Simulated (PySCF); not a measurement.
# One shape, several levels: singlet [SiF3]−

We compute a comparison of 5 runs (B3LYP/aug-cc-pVDZ, BHLYP/aug-cc-pVDZ, CAM-B3LYP/aug-cc-pVDZ, wB97M-V/aug-cc-pVDZ, wB97X/aug-cc-pVDZ) of singlet [SiF3]−. The job is set up through a Python script.

The results are computed with PySCF 2.14.0.

1 further run of the same task is left out (set aside as unsound or not needed).

### Step 1. The structure to begin with

[SiF3]− has 4 atoms, charge -1, and is taken as a singlet. SMILES of the parent species: `F[Si](F)F`. The shape is that of a PBE0-D4/def2-TZVP optimisation. That shape belongs to the parent species and isn't relaxed for this state.

Bond lengths: F1–Si2 1.581 Å, Si2–F3 1.581 Å, Si2–F4 1.581 Å. Angles: F1–Si2–F3 107.9°, F1–Si2–F4 107.9°, F3–Si2–F4 107.9°.

### Step 2. The energy at B3LYP/aug-cc-pVDZ (run 1)

File run.py:

```python
from pyscf import gto, dft

molecule = gto.Mole()
molecule.atom = '''
F      1.483152    -0.958167     2.176398
Si    -0.534320     0.402625     0.442725
F     -1.878879    -1.686108    -1.217626
F      0.930048     2.241650    -1.401496
'''
molecule.max_memory = 1860
molecule.unit = 'bohr'
molecule.basis = 'aug-cc-pvdz'
molecule.charge = -1
molecule.verbose = 3
molecule.build()

mf = dft.RKS(molecule, xc='b3lyp')
mf.conv_tol = 1e-10
mf.grids.level = 5
mf.kernel()
if not mf.converged:
    mf = mf.newton().run(mf.mo_coeff, mf.mo_occ)

e_tot = mf.e_tot
print('E(%s) = %.9f' % ('B3LYP', e_tot))
```

Launch:

```console
$ OMP_NUM_THREADS=1 python run.py
```

Standard output:

```text
converged SCF energy = -589.256340876145
E(B3LYP) = -589.256340876
```

Wall time 15 s (1 thread of Arm Neoverse V1, shared host); peak memory 0.48 GiB.

### Step 3. A single-point energy at BHLYP/aug-cc-pVDZ (run 2)

File geometry.xyz:

```xyz
4

F      0.784850    -0.507040     1.151700
Si    -0.282750     0.213060     0.234280
F     -0.994260    -0.892250    -0.644340
F      0.492160     1.186230    -0.741640
```

File calc.py:

```python
from pyscf import gto, dft

mol = gto.Mole()
mol.atom = 'geometry.xyz'
mol.spin = 0
mol.verbose = 4
mol.basis = 'aug-cc-pvdz'
mol.charge = -1
mol.max_memory = 1860
mol.build()

myscf = dft.RKS(mol, xc='bhandhlyp')
myscf.conv_tol = 1e-10
myscf.grids.level = 5
myscf.kernel()
if not myscf.converged:
    myscf = myscf.newton().run(myscf.mo_coeff, myscf.mo_occ)

e_tot = myscf.e_tot
print(f'total energy: {e_tot:.8f} hartree')
```

Launch:

```console
$ OMP_NUM_THREADS=1 python calc.py
```

Standard output:

```text
PySCF version 2.14.0

[INPUT] num. atoms = 4
[INPUT] num. electrons = 42
[INPUT] charge = -1
[INPUT] spin (= nelec alpha-beta = 2S) = 0
[INPUT] symmetry False subgroup None
[INPUT] Mole.unit = angstrom
[INPUT] Symbol           X                Y                Z      unit          X                Y                Z       unit  Magmom
[INPUT]  1 F      0.784850000000  -0.507040000000   1.151700000000 AA    1.483151548865  -0.958166734199   2.176397577662 Bohr   0.0
[INPUT]  2 Si    -0.282750000000   0.213060000000   0.234280000000 AA   -0.534320061721   0.402625048100   0.442725036463 Bohr   0.0
[INPUT]  3 F     -0.994260000000  -0.892250000000  -0.644340000000 AA   -1.878879096610  -1.686108134643  -1.217626131102 Bohr   0.0
[INPUT]  4 F      0.492160000000   1.186230000000  -0.741640000000 AA    0.930047609466   2.241649820743  -1.401496483022 Bohr   0.0

nuclear repulsion = 176.798451306826
number of shells = 32
number of NR pGTOs = 155
number of NR cGTOs = 96
basis = aug-cc-pvdz
ecp = {}

******** <class 'pyscf.dft.rks.RKS'> ********
method = RKS
initial guess = minao
damping factor = 0
level_shift factor = 0
DIIS = <class 'pyscf.scf.diis.CDIIS'>
diis_start_cycle = 1
diis_space = 8
diis_damp = 0
SCF conv_tol = 1e-10
SCF conv_tol_grad = None
SCF max_cycles = 50
direct_scf = True
direct_scf_tol = 1e-13
XC library pyscf.dft.libxc version 7.0.0
    S. Lehtola, C. Steigemann, M. J.T. Oliveira, and M. A.L. Marques.,  SoftwareX 7, 1–5 (2018)
XC functionals = bhandhlyp
    Defined through Gaussian implementation.
radial grids:
    Treutler-Ahlrichs [JCP 102, 346 (1995); DOI:10.1063/1.469408] (M4) radial grids

becke partition: Becke, JCP 88, 2547 (1988); DOI:10.1063/1.454033
pruning grids: <function nwchem_prune>
grids dens level: 5
symmetrized grids: False
atomic radii adjust function: <function treutler_atomic_radii_adjust>
small_rho_cutoff = 0
Set gradient conv threshold to 1e-05
Initial guess from minao.
tot grids = 175192
init E= -589.363118358068
  HOMO = -0.202504109374678  LUMO = 0.0112299851574845  gap/eV = 5.81600
cycle= 1 E= -589.021114030056  delta_E= 0.342  |g|= 0.792  |ddm|= 2.67
  HOMO = 0.0230041721301646  LUMO = 0.168639199773148  gap/eV = 3.96293
cycle= 2 E= -589.003083262063  delta_E= 0.018  |g|= 0.924  |ddm|= 1.69
  HOMO = -0.00620852700050101  LUMO = 0.162740209314723  gap/eV = 4.59733
cycle= 3 E= -589.132958042671  delta_E= -0.13  |g|= 0.0217  |ddm|= 0.588
  HOMO = -0.018283128634728  LUMO = 0.159588505694569  gap/eV = 4.84013
cycle= 4 E= -589.133238547951  delta_E= -0.000281  |g|= 0.00601  |ddm|= 0.115
  HOMO = -0.0165247125587387  LUMO = 0.159452501315155  gap/eV = 4.78858
cycle= 5 E= -589.133263058623  delta_E= -2.45e-05  |g|= 0.0023  |ddm|= 0.0423
  HOMO = -0.0171545335920253  LUMO = 0.159261076482836  gap/eV = 4.80051
cycle= 6 E= -589.133265535789  delta_E= -2.48e-06  |g|= 0.000426  |ddm|= 0.00868
  HOMO = -0.0170718528391847  LUMO = 0.159258281045893  gap/eV = 4.79819
cycle= 7 E= -589.133265656799  delta_E= -1.21e-07  |g|= 0.000108  |ddm|= 0.00235
  HOMO = -0.0170918123327741  LUMO = 0.159254646120959  gap/eV = 4.79863
cycle= 8 E= -589.133265663774  delta_E= -6.97e-09  |g|= 1.78e-05  |ddm|= 0.000509
  HOMO = -0.0170860610243961  LUMO = 0.159256373812493  gap/eV = 4.79852
cycle= 9 E= -589.133265664091  delta_E= -3.18e-10  |g|= 6.62e-06  |ddm|= 0.000145
  HOMO = -0.0170857594276983  LUMO = 0.15925657553152  gap/eV = 4.79852
cycle= 10 E= -589.133265664111  delta_E= -1.98e-11  |g|= 3.69e-06  |ddm|= 2.96e-05
  HOMO = -0.0170859121270048  LUMO = 0.159256634256001  gap/eV = 4.79853
Extra cycle  E= -589.133265664113  delta_E= -2.27e-12  |g|= 4.16e-06  |ddm|= 1.43e-05
converged SCF energy = -589.133265664113
total energy: -589.13326566 hartree
```

It took 14 s on 1 thread of Arm Neoverse V1, shared host; peak memory 0.48 GiB.

Runs 3 to 4 aren't shown in full; the table further down has their settings and results.

### Step 4. A single-point energy at wB97X/aug-cc-pVDZ (run 5)

File job.py:

```python
from pyscf import gto, dft

molecule = gto.Mole()
molecule.atom = '''
F    0.784850  -0.507040   1.151700
Si  -0.282750   0.213060   0.234280
F   -0.994260  -0.892250  -0.644340
F    0.492160   1.186230  -0.741640
'''
molecule.verbose = 4
molecule.max_memory = 1860
molecule.basis = 'aug-cc-pvdz'
molecule.charge = -1
molecule.build()

mf = dft.RKS(molecule, xc='wb97x')
mf.conv_tol = 1e-10
mf.grids.level = 5
mf.kernel()
if not mf.converged:
    mf = mf.newton().run(mf.mo_coeff, mf.mo_occ)

energy = mf.e_tot
print('Final energy', energy)
```

Launch:

```console
$ OMP_NUM_THREADS=1 python job.py
```

Standard output:

```text
PySCF version 2.14.0

[INPUT] num. atoms = 4
[INPUT] num. electrons = 42
[INPUT] charge = -1
[INPUT] spin (= nelec alpha-beta = 2S) = 0
[INPUT] symmetry False subgroup None
[INPUT] Mole.unit = angstrom
[INPUT] Symbol           X                Y                Z      unit          X                Y                Z       unit  Magmom
[INPUT]  1 F      0.784850000000  -0.507040000000   1.151700000000 AA    1.483151548865  -0.958166734199   2.176397577662 Bohr   0.0
[INPUT]  2 Si    -0.282750000000   0.213060000000   0.234280000000 AA   -0.534320061721   0.402625048100   0.442725036463 Bohr   0.0
[INPUT]  3 F     -0.994260000000  -0.892250000000  -0.644340000000 AA   -1.878879096610  -1.686108134643  -1.217626131102 Bohr   0.0
[INPUT]  4 F      0.492160000000   1.186230000000  -0.741640000000 AA    0.930047609466   2.241649820743  -1.401496483022 Bohr   0.0

nuclear repulsion = 176.798451306826
number of shells = 32
number of NR pGTOs = 155
number of NR cGTOs = 96
basis = aug-cc-pvdz
ecp = {}

******** <class 'pyscf.dft.rks.RKS'> ********
method = RKS
initial guess = minao
damping factor = 0
level_shift factor = 0
DIIS = <class 'pyscf.scf.diis.CDIIS'>
diis_start_cycle = 1
diis_space = 8
diis_damp = 0
SCF conv_tol = 1e-10
SCF conv_tol_grad = None
SCF max_cycles = 50
direct_scf = True
direct_scf_tol = 1e-13
XC library pyscf.dft.libxc version 7.0.0
    S. Lehtola, C. Steigemann, M. J.T. Oliveira, and M. A.L. Marques.,  SoftwareX 7, 1–5 (2018)
XC functionals = wb97x
radial grids:
    Treutler-Ahlrichs [JCP 102, 346 (1995); DOI:10.1063/1.469408] (M4) radial grids

becke partition: Becke, JCP 88, 2547 (1988); DOI:10.1063/1.454033
pruning grids: <function nwchem_prune>
grids dens level: 5
symmetrized grids: False
atomic radii adjust function: <function treutler_atomic_radii_adjust>
small_rho_cutoff = 0
Set gradient conv threshold to 1e-05
[... 1 set-up line as earlier in the session ...]
tot grids = 175192
init E= -589.364737355926
  HOMO = -0.204396269569679  LUMO = 0.0455876322637615  gap/eV = 6.80241
cycle= 1 E= -589.03821621789  delta_E= 0.327  |g|= 0.832  |ddm|=  2.7
  HOMO = -0.0170836893682642  LUMO = 0.202442136885557  gap/eV = 5.97360
cycle= 2 E= -589.035175432709  delta_E= 0.00304  |g|= 0.941  |ddm|= 1.39
  HOMO = -0.0474590395500138  LUMO = 0.197643440427575  gap/eV = 6.66958
cycle= 3 E= -589.16329485004  delta_E= -0.128  |g|= 0.0331  |ddm|= 0.533
  HOMO = -0.061578901395996  LUMO = 0.193115714384902  gap/eV = 6.93059
cycle= 4 E= -589.164413018034  delta_E= -0.00112  |g|= 0.0116  |ddm|= 0.295
  HOMO = -0.0638774328099361  LUMO = 0.190764376702793  gap/eV = 6.92916
cycle= 5 E= -589.164586545246  delta_E= -0.000174  |g|= 0.00381  |ddm|= 0.112
  HOMO = -0.0642950008006986  LUMO = 0.189612623238526  gap/eV = 6.90918
cycle= 6 E= -589.16461591232  delta_E= -2.94e-05  |g|= 0.00116  |ddm|= 0.0615
  HOMO = -0.0647129896164582  LUMO = 0.189246867897887  gap/eV = 6.91060
cycle= 7 E= -589.164618653086  delta_E= -2.74e-06  |g|= 0.000249  |ddm|= 0.0254
  HOMO = -0.0646592843659972  LUMO = 0.189236209791305  gap/eV = 6.90885
cycle= 8 E= -589.16461878355  delta_E= -1.3e-07  |g|= 9.37e-05  |ddm|= 0.00524
  HOMO = -0.0646795863244209  LUMO = 0.189221988558492  gap/eV = 6.90901
cycle= 9 E= -589.164618807118  delta_E= -2.36e-08  |g|= 3.54e-05  |ddm|= 0.00174
  HOMO = -0.0646777171335016  LUMO = 0.189223712732959  gap/eV = 6.90901
cycle= 10 E= -589.164618808494  delta_E= -1.38e-09  |g|= 2.17e-05  |ddm|= 0.000311
  HOMO = -0.0646744946441276  LUMO = 0.189225477843162  gap/eV = 6.90897
cycle= 11 E= -589.164618808703  delta_E= -2.09e-10  |g|= 6.72e-06  |ddm|= 0.000138
  HOMO = -0.0646746511475023  LUMO = 0.18922600230509  gap/eV = 6.90899
cycle= 12 E= -589.164618808745  delta_E= -4.21e-11  |g|= 1.46e-06  |ddm|= 0.000117
  HOMO = -0.0646742918424223  LUMO = 0.189226173714658  gap/eV = 6.90898
Extra cycle  E= -589.164618808744  delta_E= 1.14e-12  |g|= 1.01e-06  |ddm|= 1.14e-05
converged SCF energy = -589.164618808744
Final energy -589.164618808744
```

It took 25 s on 1 thread of Arm Neoverse V1, shared host; peak memory 0.48 GiB.

### Step 5. All runs side by side

```
run                  level  nlc grid  energy (Eh)  HOMO energy (eV)  LUMO energy (eV)  HOMO–LUMO gap (eV)  wall time
  1      B3LYP/aug-cc-pVDZ         –  -589.256341              0.47              3.87                3.41       15 s
  2      BHLYP/aug-cc-pVDZ         –  -589.133266             -0.46              4.33                4.80       14 s
  3  CAM-B3LYP/aug-cc-pVDZ         –  -589.183618             -0.86              4.43                5.30       23 s
  4    wB97M-V/aug-cc-pVDZ         1  -589.161089             -1.64              4.55                6.19       64 s
  5      wB97X/aug-cc-pVDZ         –  -589.164619             -1.76              5.15                6.91       25 s
```

### Step 6. What came out

| quantity | value |
| --- | --- |
| run 5: total energy | -589.16462 Eh |
| run 5: HOMO energy | -1.76 eV |
| run 5: LUMO energy | 5.15 eV |
| run 5: HOMO–LUMO gap (to an unbound level, set by the basis) | 6.91 eV |

**Reading.** The HOMO–LUMO gap runs from 3.41 eV (B3LYP/aug-cc-pVDZ) to 6.91 eV (wB97X/aug-cc-pVDZ). The empty levels of an anion lie above zero and hang on the basis. Totals of different functionals can't be ranked against each other. In run 1 the HOMO lies above zero, so the outermost electron may be held by the basis alone. All runs together took 2.4 min, the longest 64 s.
